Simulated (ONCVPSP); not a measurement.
# An ONCV potential for lanthanum, from input to tests

Task: generate the file, and judge it by its errors in other configurations, its logarithmic derivatives, its ghosts and its cutoff.

The numbers are computed with ONCVPSP 4.0.1.1 (patched build) (PBEsol, scalar-relativistic, spin-unpolarised reference atom).

### Step 1. Settings

The settings as typed:

```json
{"element": "lanthanum (La, Z = 57)", "type": "optimised norm-conserving Vanderbilt (ONCV)", "frozen core": "[Kr] 4d10", "valence charge": "11", "reference configuration": "5s2 5p6 5d1 6s1 6p1", "partial waves": "5s+6s: rc 2.80 bohr, ncon 4, nbas 8, qcut 4 1/bohr, 2 projectors; 5p+6p: rc 2.80 bohr, ncon 5, nbas 9, qcut 5.8 1/bohr, 3 projectors, debl 4 Ha; 5d: rc 4.00 bohr, ncon 4, nbas 8, qcut 4.1 1/bohr, 3 projectors, debl 2.2 Ha; f scattering state at 0.28 Ha: rc 3.15 bohr, ncon 4, nbas 7, qcut 3.3 1/bohr, 2 projectors, debl 3.9 Ha", "local potential": "polynomial inside 2.35 bohr (lpopt 2, dvloc0 0 Ha)", "core correction": "Teter function, fcfact 5.75, rcfact 1.75"}
```

The outer shells as boxes (Hund's rule for the drawing; the calculation is spin-unpolarised):

```
[Kr] core
4d [↑↓][↑↓][↑↓][↑↓][↑↓]
5s [↑↓]
5p [↑↓][↑↓][↑↓]
5d [↑ ][  ][  ][  ][  ]
6s [↑ ]
6p [↑ ][  ][  ]
```

An earlier all-electron run gives the scale for the radii.

All-electron outer shells of the reference configuration (PBEsol, scalar-relativistic, ld1.x):

```
shell  level (eV)  outermost node (bohr)  outermost maximum (bohr)
   4d     -104.90                   0.32                      0.68
   5s      -40.06                   0.77                      1.41
   5p      -23.49                   0.83                      1.58
   4f       -5.50                      –                      0.75
   6s       -4.31                   1.86                      3.74
   5d       -3.97                   0.95                      2.19
   6p       -1.86                   2.19                      4.93
```

### Step 2. The generation run

Input file La.dat:

```
# ATOM AND REFERENCE CONFIGURATION
# atsym  z   nc   nv     iexc    psfile
  La 57.00    9    5  -116133      upf
#
#   n    l    f
    1    0    2.00
    2    0    2.00
    2    1    6.00
    3    0    2.00
    3    1    6.00
    3    2   10.00
    4    0    2.00
    4    1    6.00
    4    2   10.00
    5    0    2.00
    5    1    6.00
    5    2    1.00
    6    0    1.00
    6    1    1.00
#
# PSEUDOPOTENTIAL AND OPTIMIZATION
# lmax
    3
#
#   l,   rc,      ep,       ncon, nbas, qcut
    0    2.80    0.00    4    8    4.00
    1    2.80    0.00    5    9    5.80
    2    4.00    0.00    4    8    4.10
    3    3.15    0.28    4    7    3.30
#
# LOCAL POTENTIAL
# lloc, lpopt,  rc(5),   dvloc0
    4    2    2.35    0.00
#
# VANDERBILT-KLEINMAN-BYLANDER PROJECTORs
# l, nproj, debl
    0    2    1.00
    1    3    4.00
    2    3    2.20
    3    2    3.90
#
# MODEL CORE CHARGE
# icmod, fcfact, rcfact
    3    5.75    1.75
#
# LOG DERIVATIVE ANALYSIS
# epsh1, epsh2, depsh
   -3.00    5.00    0.02
#
# OUTPUT GRID
# rlmax, drl
    6.00    0.01
#
# TEST CONFIGURATIONS
# ncnf
    4
# nvcnf
#   n    l    f
    5
    5    0    2.00
    5    1    6.00
    5    2    1.00
    6    0    2.00
    6    1    0.00
#
    5
    5    0    2.00
    5    1    6.00
    5    2    1.00
    6    0    1.00
    6    1    0.00
#
    5
    5    0    2.00
    5    1    6.00
    5    2    1.00
    6    0    0.00
    6    1    0.00
#
    5
    5    0    2.00
    5    1    6.00
    5    2    1.00
    6    0    0.00
    6    1    1.00
#
```

Command:

```sh
$ oncvpsp.x < La.dat > La.out
```

What does the calculation give? Wanted: cutoffs for 1 and 0.1 mHa per electron, occupied waves; bound ghosts; GHOST(+) flags; largest test error; largest phase difference near zero energy, channels read; rms error of d²Exc/dn², without and with the model core; projector energies reset by the program.

**Answer**, as computed:

| quantity | value |
| --- | --- |
| cutoffs for 1 and 0.1 mHa per electron, occupied waves | 9.5 Ha and 12 Ha |
| bound ghosts | none found |
| GHOST(+) flags | none at low energy |
| largest test error (AE − PS) | -18 meV, for 5s2 5p6 5d1 6s0 6p0 |
| largest phase difference near zero energy, channels read | 0.926 rad |
| rms error of d²Exc/dn², without and with the model core | 2.84 and 3.48 mHa |
| projector energies reset by the program | f: -0.202, 3.698 Ha |

What this shows: The worst unpolarised test, 5s2 5p6 5d1 6s0 6p0, is off by 18 meV on 14.4 eV; by total energies transferability rates as good. It counts as soft on the atom at that tolerance, with 9.5 Ha needed at the looser tolerance. At the looser tolerance the 5p wave is the slowest; 6s needs 5 Ha. That counts occupied waves only; other projectors can need more. The program's ghost test flags no bound state. Near zero energy the largest phase difference among the channels read is 0.93 rad, in the f channel. These are tests on the free atom; a crystal test is still owed.
